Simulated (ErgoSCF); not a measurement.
# K2 (SMILES [K][K]) at 5 levels

Wanted: a comparison of 5 runs (HF/STO-3G, HF/def2-SVP, PBE0/def2-SVP, CAM-B3LYP/def2-TZVP, SVWN5/def2-TZVP) of K2. 

The calculation is run with ErgoSCF 3.8.

### 1 The structure to begin with

K2: 2 atoms, total charge 0, spin state singlet. SMILES: `[K][K]`. Geometry: a GFN2-xTB relaxation, a rough one for these elements and not checked as a minimum.

Bond lengths: K1–K2 3.390 Å.

### 2 The energy at HF/STO-3G (run 1)

Contents of input.xyz:

```xyz
2
K2
K      0.000000     0.000000     0.000000
K      0.000000     0.000000     3.390500
```

Contents of run.inp:

```
set_nthreads(1)
molecule "input.xyz"
tmpdir = "."
scf.use_diagonalization = 1
charge = 0
basis = "STO-3G"
scf.output_mulliken_pop = 1
scf.max_number_of_iterations = 120
run "HF"
```

The basis set STO-3G is read from a file made from the Basis Set Exchange's data (not shown).

Run with:

```sh
ergo < run.inp
```

The program printed:

```text
[...]
INSC SCF_general constructor, number of basis functions: 26
[...]
INSC Energy   1 =      -1034.18758582066
[...]
INDE E_LUMO =          0.18163200737
[...]
INSC Energy   9 =      -1186.16322185373  ( diff     -0.000000000004093 )
[...]
RESC CONVERGED after   9 iterations.
RESC FINAL ENERGY:      -1186.16322185373
[...]
INSC SCF: dipole_moment_x [atomic units] =      -0.00000000
INSC SCF: dipole_moment_y [atomic units] =       0.00000000
INSC SCF: dipole_moment_z [atomic units] =      -0.00000000
[...]
```

Run time: 1.2 s. Hardware: 1 thread of Arm Neoverse V1, shared host; peak memory 0.26 GiB.

### 3 A single-point energy at HF/def2-SVP (run 2)

Contents of job.ego:

```
set_nthreads(1)
molecule_inline
K  0.00000000 0.00000000 0.00000000
K  0.00000000 0.00000000 6.40711643
EOF
charge = 0
scf.output_mulliken_pop = 1
scf.use_diagonalization = 1
basis = "def2-SVP"
tmpdir = "."
scf.max_number_of_iterations = 120
run "HF"
```

The basis set def2-SVP is read from a file made from the Basis Set Exchange's data (not shown).

Run with:

```sh
ergo job.ego
```

The program printed:

```text
[...]
INSC SCF_general constructor, number of basis functions: 48
[...]
INSC Energy   1 =       -658.04980860444
[...]
INDE E_LUMO =          0.00182472631
[...]
INSC Energy  11 =      -1198.14144156385  ( diff     -0.000000000005684 )
[...]
RESC CONVERGED after  11 iterations.
RESC FINAL ENERGY:      -1198.14144156385
[...]
INSC SCF: dipole_moment_x [atomic units] =       0.00000000
INSC SCF: dipole_moment_y [atomic units] =      -0.00000000
INSC SCF: dipole_moment_z [atomic units] =       0.00000000
[...]
```

Wall time 4.5 s (1 thread of Arm Neoverse V1, shared host); peak memory 0.26 GiB.

### 4 The energy at PBE0/def2-SVP (run 3)

Contents of input.ego:

```
set_nthreads(1)
molecule_inline
K      0.00000000     0.00000000     0.00000000
K      0.00000000     0.00000000     6.40711643
EOF
XC.angint = 41
tmpdir = "."
scf.output_mulliken_pop = 1
XC.radint = 1e-11
basis = "def2-SVP"
scf.max_number_of_iterations = 120
XC.sparse_mode = 0
scf.use_diagonalization = 1
run "PBE0"
```

The basis set def2-SVP is read from a file made from the Basis Set Exchange's data (not shown).

Run with:

```sh
ergo input.ego
```

The program printed:

```text
[...]
INDF Weighted mixed functional:
[...]
INSC Energy   1 =       -666.99505598070
[...]
INDE E_LUMO =         -0.04254890563
[...]
INSC Energy  10 =      -1199.33703922263  ( diff     -0.000000000001592 )
[...]
RESC CONVERGED after  10 iterations.
RESC FINAL ENERGY:      -1199.33703922263
[...]
INSC SCF: dipole_moment_x [atomic units] =       0.00000000
INSC SCF: dipole_moment_y [atomic units] =       0.00000000
INSC SCF: dipole_moment_z [atomic units] =      -0.00000000
[...]
```

Run time: 5.4 s. Hardware: 1 thread of Arm Neoverse V1, shared host; peak memory 0.26 GiB.

Run 4 isn't shown in full; the table further down has it.

### 5 A single-point energy at SVWN5/def2-TZVP (run 5)

Edit input.xyz of step 2 so:

```diff
@@ -1,3 +1,3 @@
 2
-K2
+
 K      0.000000     0.000000     0.000000
```

Contents of input.ego:

```
# K2, SVWN5
set_nthreads("env")
XC.sparse_mode = 0
scf.max_number_of_iterations = 120
scf.output_mulliken_pop = 1
tmpdir = "."
scf.use_diagonalization = 1
XC.angint = 41
basis = "def2-TZVP"
XC.radint = 1e-11
molecule "input.xyz"
run "SVWN5"
```

The basis set def2-TZVP is read from a file made from the Basis Set Exchange's data (not shown).

Run with:

```sh
ergo input.ego
```

The program printed:

```text
[...]
INSC SCF_general constructor, number of basis functions: 66
[...]
INSC Energy   1 =       -562.54916811276
[...]
INDE E_LUMO =         -0.06086068688
[...]
INSC Energy  16 =      -1196.37880296879  ( diff     -0.000000000001364 )
[...]
RESC CONVERGED after  16 iterations.
RESC FINAL ENERGY:      -1196.37880296879
[...]
INSC SCF: dipole_moment_x [atomic units] =      -0.00000000
INSC SCF: dipole_moment_y [atomic units] =       0.00000000
INSC SCF: dipole_moment_z [atomic units] =      -0.00000009
[...]
```

It took 8.4 s on 1 thread of Arm Neoverse V1, shared host; peak memory 0.26 GiB.

### 6 The series

```
run                level  integration grid  radint   energy (Eh)  dipole moment (D)  wall time
  1            HF/STO-3G                 –       –  -1186.163222               0.00      1.2 s
  2          HF/def2-SVP                 –       –  -1198.141442               0.00      4.5 s
  3        PBE0/def2-SVP             Turbo   1e-11  -1199.337039               0.00      5.4 s
  4  CAM-B3LYP/def2-TZVP             Turbo   1e-11  -1199.874000               0.00       12 s
  5      SVWN5/def2-TZVP             Turbo   1e-11  -1196.378803               0.00      8.4 s
```

### 7 What came out

| quantity | value |
| --- | --- |
| run 5: total energy | -1196.37880 Eh |
| run 5: dipole moment | 0.00 D |

**Reading.** Totals of different functionals can't be ranked against each other. In run 1 the basis is minimal, so the values are rough. All runs together took 32 s, the longest 12 s.
